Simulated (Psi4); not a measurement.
**PBE/def2-TZVPP (core potential, sweep point 4) run of CdH2 (SMILES [H][Cd][H])**

Aim: the energy change on altering one bond length of CdH2 at PBE/def2-TZVPP (core potential, sweep point 4), from 2 runs. 

The results are computed with Psi4 1.11.

**1. The molecule**

CdH2: 3 atoms, total charge 0, spin state singlet. SMILES: `[H][Cd][H]`. Geometry: a GFN2-xTB relaxation, a rough one for these elements and not checked as a minimum.

Bond lengths: Cd1–H2 1.657 Å, Cd1–H3 1.658 Å. Angles: H2–Cd1–H3 180.0°.

**2. The energy at PBE/def2-TZVPP (core potential, sweep point 4)**

Contents of calc.in:

```
memory 1600 mb

molecule mol {
  0 1
  Cd     0.000260     0.000150     0.000510
  H     -0.017450    -0.021530     1.657160
  H      0.017190     0.021380    -1.657670
  symmetry c1
}

set {
  basis def2-TZVPP
  puream true
  scf_type pk
  dft_radial_points 99
  dft_spherical_points 590
}

e_tot, wfn = energy('pbe', return_wfn=True)
```

Run with:

```sh
psi4 calc.in calc.out -n 1
```

calc.out, cut to the lines that bear on the results:

```text
[...]
    !!!  WARNING: ECP capability is in beta. Please check occupations closely.  !!!
[...]
  Running in c1 symmetry.
[...]
  Nuclear repulsion =   12.928998111972909
[...]
  Multiplicity = 1
[...]
  Nalpha       = 11
  Nbeta        = 11
[...]
    Number of basis functions: 84
[...]
   @RKS iter   1:  -168.89016098529359   -5.64440e-01   2.62349e-03 DIIS/ADIIS
[...]
   @RKS iter   6:  -168.92898600132872   -3.27784e-07   9.55137e-07 DIIS
[...]
    Orbital Energies [Eh]
    ---------------------
    Doubly Occupied:
       1A     -3.998923     2A     -2.548012     3A     -2.548012
       4A     -2.545147     5A     -0.495088     6A     -0.462976
       7A     -0.462976     8A     -0.461114     9A     -0.461114
      10A     -0.297755    11A     -0.245964
[...]
  @RKS Final Energy:  -168.92898600132872
   => Energetics <=
    Nuclear Repulsion Energy =             12.9289981119729092
    One-Electron Energy =                -323.4117977165689126
    Two-Electron Energy =                 157.6575844611364232
    DFT Exchange-Correlation Energy =     -16.1037708578691721
    Empirical Dispersion Energy =           0.0000000000000000
    VV10 Nonlocal Energy =                  0.0000000000000000
    Total Energy =                       -168.9289860013287239
[...]
 Multipole Moments:
 ------------------------------------------------------------------------------------
     Multipole            Electronic (a.u.)      Nuclear  (a.u.)        Total (a.u.)
 ------------------------------------------------------------------------------------
 L = 1.  Multiply by 2.5417464519 to convert [e a0] to [Debye]
 Dipole X            :         -0.0017327            0.0013761           -0.0003565
 Dipole Y            :          0.0035664           -0.0023383            0.0012281
 Dipole Z            :         -0.0000000            0.0000000           -0.0000000
 Magnitude           :                                                    0.0012788
[...]
```

Run time: 7.2 s. Hardware: 1 thread of Intel Xeon Platinum 8259CL at 2.50GHz (Skylake/Cascade Lake), shared host; peak memory 0.7 GiB.

**3. The distorted shape at the same level**

Contents of calc.dat:

```
memory 1.6 GB

molecule mol {
  0 1
  Cd    -0.003126    -0.004096     0.332163
  H     -0.020836    -0.025776     1.988813
  H      0.017190     0.021380    -1.657670
  symmetry c1
}

set puream true
set scf_type pk
set dft_radial_points 99
set dft_spherical_points 590

energy("pbe/def2-TZVPP")
```

Run with:

```sh
psi4 -i calc.dat -o calc.out -n 1
```

calc.out, cut to the lines that bear on the results:

```text
[...]
    !!!  WARNING: ECP capability is in beta. Please check occupations closely.  !!!
[...]
  Running in c1 symmetry.
[...]
  Nuclear repulsion =   11.850806784624394
[...]
  Multiplicity = 1
[...]
  Nalpha       = 11
  Nbeta        = 11
[...]
    Number of basis functions: 84
[...]
   @RKS iter   1:  -168.87751586464231   -6.25961e-01   2.59136e-03 DIIS/ADIIS
[...]
   @RKS iter   8:  -168.91544476558070   -6.30308e-08   2.77985e-07 DIIS
[...]
    Orbital Energies [Eh]
    ---------------------
    Doubly Occupied:
       1A     -4.001398     2A     -2.551126     3A     -2.551126
       4A     -2.546640     5A     -0.485869     6A     -0.466846
       7A     -0.466846     8A     -0.463199     9A     -0.463199
      10A     -0.298060    11A     -0.235705
[...]
  @RKS Final Energy:  -168.91544476558070
   => Energetics <=
    Nuclear Repulsion Energy =             11.8508067846243943
    One-Electron Energy =                -321.2490498007510382
    Two-Electron Energy =                 156.5466965966538737
    DFT Exchange-Correlation Energy =     -16.0638983461079583
    Empirical Dispersion Energy =           0.0000000000000000
    VV10 Nonlocal Energy =                  0.0000000000000000
    Total Energy =                       -168.9154447655807019
[...]
 Multipole Moments:
 ------------------------------------------------------------------------------------
     Multipole            Electronic (a.u.)      Nuclear  (a.u.)        Total (a.u.)
 ------------------------------------------------------------------------------------
 L = 1.  Multiply by 2.5417464519 to convert [e a0] to [Debye]
 Dipole X            :          0.0103713           -0.0063788            0.0039924
 Dipole Y            :          0.7943184           -0.5092032            0.2851152
 Dipole Z            :          0.0000013           -0.0000000            0.0000013
 Magnitude           :                                                    0.2851431
[...]
```

It took 8.7 s on 1 thread of Intel Xeon Platinum 8259CL at 2.50GHz (Skylake/Cascade Lake), shared host; peak memory 0.69 GiB.

**4. What came out**

Level: PBE/def2-TZVPP (core potential, sweep point 4).

| quantity | value |
| --- | --- |
| first shape: total energy | -168.92899 Eh |
| first shape: dipole moment | 0.00 D |
| first shape: HOMO energy | -6.69 eV |
| first shape: LUMO energy | -1.39 eV |
| first shape: HOMO–LUMO gap | 5.30 eV |
| distorted shape: total energy | -168.91544 Eh |
| distorted shape: dipole moment | 0.72 D |
| distorted shape: HOMO energy | -6.41 eV |
| distorted shape: LUMO energy | -1.45 eV |
| distorted shape: HOMO–LUMO gap | 4.97 eV |
| energy change with the Cd1–H3 bond stretched from 1.658 to 1.990 Å | 0.368 eV |

With the Cd1–H3 bond stretched from 1.658 to 1.990 Å the energy rises by 0.37 eV (8.5 kcal/mol). The first shape isn't relaxed at this level, so the change isn't measured from a minimum.
